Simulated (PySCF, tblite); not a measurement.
# C2H12FPSi3: geometry, infrared bands and NMR shifts

Aim: predict the infrared bands and NMR shifts of C2H12FPSi3 (`C[SiH](C)P([SiH3])[SiH2]F`).

Computed with tblite 0.8.0 and PySCF 2.14.0, with density-fitted response routines of our own, on a single molecule in the gas phase. Atoms are numbered from 0 throughout.

### Step 1. The molecule as given

19 atoms, charge 0, multiplicity 1; geometry from: force field or distance geometry start.

Bonds of the start (Å): C0–Si1 1.86, Si1–C2 1.84, Si1–P3 2.21, P3–Si4 2.19, P3–Si5 2.18, Si5–F6 1.60, C0–H7 1.10, C0–H8 1.09, C0–H9 1.10, Si1–H10 1.47, C2–H11 1.09, C2–H12 1.11, C2–H13 1.10, Si4–H14 1.49, Si4–H15 1.48, Si4–H16 1.48, Si5–H17 1.48, Si5–H18 1.49.

### Step 2. Geometry optimisation with GFN2-xTB

The job: settings as JSON, then the geometry in Å.

```
{"job": {"kind": "relax", "xc": "GFN2-xTB", "basis": "xTB"}, "charge": 0, "multiplicity": 1}
C     -1.179900    -1.991900    -0.738400
Si    -0.766500    -0.203300    -0.450700
C     -2.299200     0.788700    -0.231600
P      0.476200    -0.043600     1.369900
Si     2.326200    -0.923600     0.589600
Si     1.155900     2.011000     1.072800
F     -0.080100     2.992900     1.333100
H     -1.711300    -2.414100     0.123100
H     -0.291400    -2.598400    -0.919600
H     -1.842600    -2.090400    -1.608200
H      0.006100     0.301700    -1.600500
H     -2.095200     1.855500    -0.121700
H     -2.880900     0.472500     0.654200
H     -2.955400     0.680000    -1.110400
H      2.682100    -0.321900    -0.726200
H      3.421800    -0.678200     1.560600
H      2.131300    -2.378700     0.423900
H      1.663700     2.228600    -0.300400
H      2.229100     2.322500     2.061400
```

On the command line:

```sh
> OMP_NUM_THREADS=1 python probes_run.py task.json out
```

One launch serves the whole session: the jobs run in the order shown.

Log:

```text
step      E/eV     max force
  0    -623.21242    1.828
  1    -623.30223    0.504
  2    -623.32556    0.311
  3    -623.33785    0.240
  4    -623.34956    0.291
  5    -623.35956    0.247
  6    -623.36708    0.275
  7    -623.37287    0.261
  8    -623.37821    0.216
  9    -623.38244    0.176
 10    -623.38582    0.164
 11    -623.38919    0.229
 12    -623.39268    0.228
 13    -623.39610    0.151
 14    -623.39931    0.163
 15    -623.40246    0.143
 16    -623.40621    0.191
 17    -623.41052    0.214
 18    -623.41377    0.148
 19    -623.41537    0.068
 20    -623.41627    0.080
 21    -623.41734    0.105
 22    -623.41893    0.138
 23    -623.42066    0.135
 24    -623.42192    0.088
 25    -623.42271    0.056
 26    -623.42338    0.078
 27    -623.42410    0.077
 28    -623.42480    0.083
 29    -623.42534    0.058
 30    -623.42576    0.045
 31    -623.42612    0.052
 32    -623.42642    0.051
 33    -623.42662    0.044
 34    -623.42676    0.028
 35    -623.42690    0.038
 36    -623.42707    0.053
 37    -623.42727    0.048
 38    -623.42747    0.036
 39    -623.42768    0.039
 40    -623.42787    0.035
 41    -623.42802    0.037
 42    -623.42811    0.019
 43    -623.42815    0.015
 44    -623.42818    0.012
 45    -623.42821    0.016
 46    -623.42824    0.018
 47    -623.42827    0.014
 48    -623.42829    0.010
 49    -623.42831    0.011
 50    -623.42832    0.011
 51    -623.42833    0.010
 52    -623.42835    0.010
 53    -623.42836    0.015
 54    -623.42839    0.018
 55    -623.42843    0.020
 56    -623.42846    0.015
 57    -623.42848    0.011
 58    -623.42850    0.013
 59    -623.42853    0.017
 60    -623.42857    0.024
 61    -623.42863    0.023
 62    -623.42868    0.017
 63    -623.42873    0.020
 64    -623.42879    0.024
 65    -623.42888    0.035
 66    -623.42897    0.035
 67    -623.42906    0.022
 68    -623.42916    0.024
 69    -623.42926    0.032
 70    -623.42936    0.029
 71    -623.42941    0.017
 72    -623.42943    0.007
```

Run time: 1.2 s. Hardware: 1 thread of Arm Neoverse N1, shared host; peak memory 0.18 GiB.

Along the way: (not every step is listed)

```
step  energy from step 0 (eV)  largest force (eV/Å)
   0                   0.0000                1.8279
   1                  -0.0898                0.5042
   2                  -0.1131                0.3113
   3                  -0.1254                0.2405
   4                  -0.1371                0.2906
   5                  -0.1471                0.2471
   6                  -0.1547                0.2750
   7                  -0.1605                0.2615
   8                  -0.1658                0.2158
  13                  -0.1837                0.1514
  18                  -0.2014                0.1480
  23                  -0.2082                0.1347
  28                  -0.2124                0.0833
  33                  -0.2142                0.0440
  38                  -0.2151                0.0358
  43                  -0.2157                0.0152
  48                  -0.2159                0.0100
  53                  -0.2159                0.0148
  58                  -0.2161                0.0132
  63                  -0.2163                0.0195
  67                  -0.2166                0.0222
  68                  -0.2167                0.0239
  69                  -0.2168                0.0318
  70                  -0.2169                0.0294
  71                  -0.2170                0.0166
  72                  -0.2170                0.0066
```

Distances of close pairs at the start and the end, largest changes first:

```
   bond  before (Å)  after (Å)  change (Å)
 Si1–C2       1.839      1.900      +0.061
 Si1–P3       2.210      2.256      +0.046
 C0–Si1       1.858      1.902      +0.044
Si5–H18       1.492      1.454      -0.038
 P3–Si4       2.192      2.223      +0.030
 P3–Si5       2.184      2.213      +0.028
Si4–H14       1.490      1.466      -0.024
Si4–H15       1.484      1.462      -0.023
```

The final coordinates are the input of the step that follows.

### Step 3. Vibrational analysis with GFN2-xTB

The job: settings as JSON, then the geometry in Å.

```
{"job": {"kind": "ir", "xc": "GFN2-xTB", "basis": "xTB"}, "charge": 0, "multiplicity": 1}
C     -1.202451    -2.040482    -0.779704
Si    -0.786565    -0.197440    -0.561269
C     -2.347801     0.829332    -0.217099
P      0.550532    -0.019139     1.247079
Si     2.420234    -1.026790     0.592302
Si     1.195232     2.091473     1.085439
F     -0.106713     3.012811     1.308318
H     -1.613185    -2.458674     0.134962
H     -0.318317    -2.616582    -1.035789
H     -1.933598    -2.182515    -1.569128
H     -0.117984     0.295398    -1.785009
H     -2.098945     1.872471    -0.047829
H     -2.859167     0.469878     0.671996
H     -3.046024     0.781398    -1.047148
H      2.867957    -0.625657    -0.744968
H      3.461441    -0.689511     1.561364
H      2.151396    -2.462955     0.599308
H      1.687123     2.538641    -0.212842
H      2.087032     2.437592     2.180823
```

Log:

```text
mode    cm-1     km/mol
  1      25.6      0.53
  2      46.0      2.66
  3      77.8      0.20
  4      83.4      0.32
  5      96.5      0.60
  6     101.9      0.22
  7     105.9      0.21
  8     116.8      0.18
  9     140.3      2.56
 10     160.4      1.82
 11     191.2      5.23
 12     200.3      3.19
 13     403.4      0.97
 14     457.9     39.16
 15     474.4     14.96
 16     510.8    148.15
 17     517.6     23.13
 18     554.7     84.25
 19     580.2     32.56
 20     602.2    130.07
 21     613.7     76.02
 22     690.8     65.91
 23     708.0    294.02
 24     749.4    291.52
 25     756.7     35.53
 26     763.6    311.72
 27     770.4    227.93
 28     787.0    193.31
 29     797.7      3.71
 30     811.7     85.75
 31     830.2    246.07
 32     833.4    240.45
 33     848.0    258.29
 34    1364.0     19.57
 35    1365.6     10.70
 36    1471.4      0.56
 37    1475.9      0.27
 38    1479.7      0.85
 39    1483.9      0.28
 40    2104.4    219.35
 41    2218.3    190.20
 42    2259.9    111.01
 43    2270.8    218.85
 44    2277.3    338.75
 45    2321.2    215.37
 46    3031.0      9.92
 47    3036.4     25.72
 48    3039.1      7.66
 49    3040.7     23.00
 50    3046.0     37.32
 51    3050.3     18.18
```

It took 1.8 s on 1 thread of Arm Neoverse N1, shared host; peak memory 0.18 GiB.

Which atoms move in the most intense modes:

```
cm⁻¹  km/mol                                   atoms
 708   294.0                      H17 47 %, H18 37 %
 749   291.5  H18 23 %, H17 23 %, H15 17 %, H14 14 %
 764   311.7  H16 32 %, H15 31 %, H18 14 %, H17 13 %
 770   227.9            H16 37 %, H15 22 %, H14 19 %
 830   246.1     H8 32 %, H7 16 %, C0 13 %, Si1 12 %
 833   240.4   H11 32 %, H12 17 %, Si1 15 %, C2 13 %
 848   258.3                       H13 22 %, H9 20 %
2277   338.8                                H17 88 %
```

### Step 4. Nuclear shieldings: PBE0/pcSseg-1

The job, as its differences from that of step 3:

```diff
@@ -1,2 +1,2 @@
-{"job": {"kind": "ir", "xc": "GFN2-xTB", "basis": "xTB"}, "charge": 0, "multiplicity": 1}
+{"job": {"kind": "nmr", "xc": "PBE0", "basis": "pcSseg-1"}, "charge": 0, "multiplicity": 1}
 C     -1.202451    -2.040482    -0.779704
```

Method: GIAO PBE0/pcSseg-1 NMR shielding, non-relativistic, gas phase.

Log:

```text
coarse grid: 17200 points
cycle   1  E = -1392.3132963931  dE =  2.104e-01  |g| = 6.715e-01  |ddm| = 3.849e+00
cycle   2  E = -1392.2369366107  dE =  7.636e-02  |g| = 9.607e-01  |ddm| = 1.307e+00
cycle   3  E = -1392.4021897622  dE = -1.653e-01  |g| = 9.031e-02  |ddm| = 8.097e-01
cycle   4  E = -1392.4035407149  dE = -1.351e-03  |g| = 3.016e-02  |ddm| = 9.199e-02
cycle   5  E = -1392.4037362346  dE = -1.955e-04  |g| = 4.785e-03  |ddm| = 3.111e-02
cycle   6  E = -1392.4037424830  dE = -6.248e-06  |g| = 1.287e-03  |ddm| = 8.568e-03
final grid: 146192 points
cycle   7  E = -1392.4475626051  dE = -2.822e-05  |g| = 7.592e-03  |ddm| = 2.572e-02
cycle   8  E = -1392.4475560644  dE =  6.541e-06  |g| = 8.961e-03  |ddm| = 1.555e-02
cycle   9  E = -1392.4475773974  dE = -2.133e-05  |g| = 3.313e-04  |ddm| = 8.803e-03
cycle  10  E = -1392.4475774190  dE = -2.165e-08  |g| = 9.710e-05  |ddm| = 5.771e-04
cycle  11  E = -1392.4475774213  dE = -2.298e-09  |g| = 4.688e-05  |ddm| = 1.817e-04
cycle  12  E = -1392.4475774217  dE = -3.865e-10  |g| = 1.044e-05  |ddm| = 4.478e-05
converged SCF energy = -1392.4475774217

GIAO shielding tensors (ppm)
atom      isotropic    diamagn.    paramagn.     s11        s22        s33       span
  0 C      188.385     255.031     -66.646    184.443    187.379    193.334      8.891
  1 Si     361.454     882.583    -521.129    335.530    365.498    383.335     47.805
  2 C      186.454     255.038     -68.584    180.277    184.700    194.385     14.108
  3 P      646.798     973.657    -326.859    578.790    664.900    696.705    117.915
  4 Si     441.959     881.333    -439.374    405.319    448.877    471.680     66.361
  5 Si     329.797     878.505    -548.708    254.056    334.455    400.879    146.823
  6 F      399.168     469.733     -70.565    350.063    406.142    441.300     91.237
  7 H       31.418      31.859      -0.441     27.163     29.331     37.761     10.598
  8 H       31.327      32.408      -1.081     25.678     30.378     37.925     12.246
  9 H       31.363      30.252       1.110     26.360     28.180     39.548     13.188
 10 H       26.845      31.810      -4.965     23.964     25.274     31.296      7.332
 11 H       31.017      32.160      -1.144     24.837     30.522     37.691     12.855
 12 H       31.323      31.673      -0.350     27.368     29.021     37.579     10.211
 13 H       31.404      30.227       1.177     26.369     28.056     39.788     13.419
 14 H       27.789      30.049      -2.260     23.871     25.856     33.640      9.769
 15 H       27.834      29.709      -1.875     23.867     25.249     34.388     10.521
 16 H       27.708      30.321      -2.613     23.682     25.973     33.470      9.788
 17 H       26.045      29.740      -3.695     22.290     25.050     30.795      8.506
 18 H       26.054      29.009      -2.955     21.680     24.626     31.856     10.177
```

It took 69 s on 1 thread of Arm Neoverse N1, shared host; peak memory 0.93 GiB.

The references, computed at this level on geometries of the same kind, shield at (ppm): 1H TMS 31.72, 13C TMS 186.9, 29Si TMS 349.2, 19F CFCl3 170.9, 31P H3PO4 318.4. Their shielding less the atom's gives the shift. The references are single molecules in the gas phase, so shifts against H2O, NH3, PH3, H3PO4 or CFCl3 are not on the usual liquid scales and can be off by tens of ppm. Atoms listed in one row are averaged.

```
                    atoms                               environment  σ (ppm)  δ (ppm)  δ scaled to CDCl3
                   C0, C2                methyl carbon bonded to Si    187.4     -0.5               -2.4
                 H17, H18      hydrogen on a silicon bonded to F, P    26.05     5.67                  –
                      H10    hydrogen on a silicon bonded to 2 C, P    26.84     4.87                  –
            H14, H15, H16         hydrogen on a silicon bonded to P    27.78     3.94                  –
H7, H8, H9, H11, H12, H13  hydrogen on a methyl carbon bonded to Si    31.31     0.41               0.49
                      Si5               silicon bonded to F, P, 2 H    329.8     19.4                  –
                      Si1               silicon bonded to 2 C, P, H    361.5    -12.3                  –
                      Si4                  silicon bonded to P, 3 H    442.0    -92.8                  –
                       P3                 phosphorus bonded to 3 Si    646.8   -328.4                  –
                       F6                     fluorine bonded to Si    399.2   -228.2                  –
```

The scaled column applies a straight-line fit of computed shieldings to shifts measured in CDCl3, and one for carbons that bear F (root-mean-square error 0.16 ppm for H, 1.9 ppm for C).

The run also stored atomic charges by several schemes (e):

```
 atoms  Mulliken    IAO  Hirshfeld  ESP fit
C0, C2     -0.61  -0.71      -0.21    -0.71
   Si1      0.59   0.76       0.33     0.87
    P3     -0.60  -0.38      -0.12    -0.54
   Si4      0.31   0.41       0.25     0.34
   Si5      0.81   0.91       0.36     0.70
    F6     -0.43  -0.54      -0.20    -0.32
```

Mayer bond orders: C0–Si1 0.96, Si1–C2 0.98, Si1–P3 0.90, P3–Si4 0.92, P3–Si5 0.92, Si5–F6 0.89.

### Step 5. What came out

| quantity | value |
| --- | --- |
| strongest single infrared mode (GFN2-xTB) | 2277 cm⁻¹, 339 km/mol |
| zero-point energy (GFN2-xTB) | 79.7 kcal/mol |
| 13C shifts against TMS (PBE0/pcSseg-1, means over atoms taken as alike) | -0.5 ppm |
| 1H shifts against TMS (PBE0/pcSseg-1, means over atoms taken as alike) | 5.67, 4.87, 3.94, 0.41 ppm |
| 29Si shifts against TMS (PBE0/pcSseg-1) | 19.4, -12.3, -92.8 ppm |
| 31P shifts against H3PO4 (PBE0/pcSseg-1) | -328.4 ppm |
| 19F shifts against CFCl3 (PBE0/pcSseg-1) | -228.2 ppm |

What this shows: Relaxing lowered the energy by 0.217 eV in 72 steps; the close pair that moved most is Si1–C2, from 1.839 to 1.900 Å. No mode is imaginary among the 51: a minimum at this level. The strongest single mode, at 2277 cm⁻¹, moves mainly H17. Unscaled tight-binding wavenumbers are off by several per cent, some by more. Its intensities can rank the bands wrongly. At PBE0/pcSseg-1: Shielding is most anisotropic at Si5 (span 147 ppm, paramagnetic term -549 ppm).
